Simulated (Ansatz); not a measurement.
# LaFe5H2 under changes of volume

One of the cells (12.063 Å³/atom); the others are scaled copies at fixed shape and fractional positions:

```
La Fe H
1.0
     2.58241   -4.50200    0.00000
     2.58241    4.50200    0.00000
     0.00000    0.00000    4.15046
La Fe H
1 5 2
Cartesian
  0.0000 0.0000 0.0000
  2.5824 0.0000 2.0752
  2.5824 1.4699 0.0000
  2.5824 -1.4699 0.0000
  1.2912 2.2510 2.0752
  1.2912 -2.2510 2.0752
  2.5824 -3.3002 2.0752
  2.5824 3.3002 2.0752
```

The cell comes from a database or a generator and needn't be the stable form of this composition.

* Program: Ansatz 0.2.0
* Functional: PBE
* Potentials or basis: Ansatz PAW
* Cutoff: 420 eV (not typed: the program's choice for these potentials)
* k mesh: 6 × 6 × 7
* Occupations: fermi-dirac, width 0.05 eV
* Spin: collinear spin, ferromagnetic start
* Starting moments: [0.0, 3.0, 3.0, 3.0, 3.0, 3.0, 0.0, 0.0] μB

```tsv
volume (Å³/atom)	energy over the lowest point (meV/atom)	pressure (GPa)	moment (μB per cell)	largest force (eV/Å)
11.340	17.96	8.3	10.73	0.167
11.581	7.51	5.2	10.92	0.108
11.822	1.67	2.4	11.07	0.052
12.063	0.00	-0.2	11.19	0.022
12.305	2.09	-2.6	11.29	0.051
12.546	7.63	-4.7	11.37	0.099
12.787	?	?	?	?
```

**Question.** What does the run at 12.787 Å³/atom give?

**Answer.** Energy over the lowest point 16.28 meV/atom; pressure -6.7 GPa; moment 11.44 μB per cell; largest force 0.144 eV/Å.

Worked out: A Birch-Murnaghan fit of order 3 (a polynomial in V^(-2/3)) to the other rows has its minimum at 12.05 Å³/atom with B0 = V·E''(V) = 126 GPa and B' = 3.9 at fixed shape and positions, which overstates the stiffness. It gives 16.25 meV/atom at 12.787 Å³/atom, against the run's 16.28, and -dE/dV = -6.7 GPa, against -6.7. A parabola through the other rows of the moment, of slope 0.135 μB per Å³/atom there, extrapolates to 11.41 μB, against the run's 11.44.

Energies are extrapolated to zero smearing.
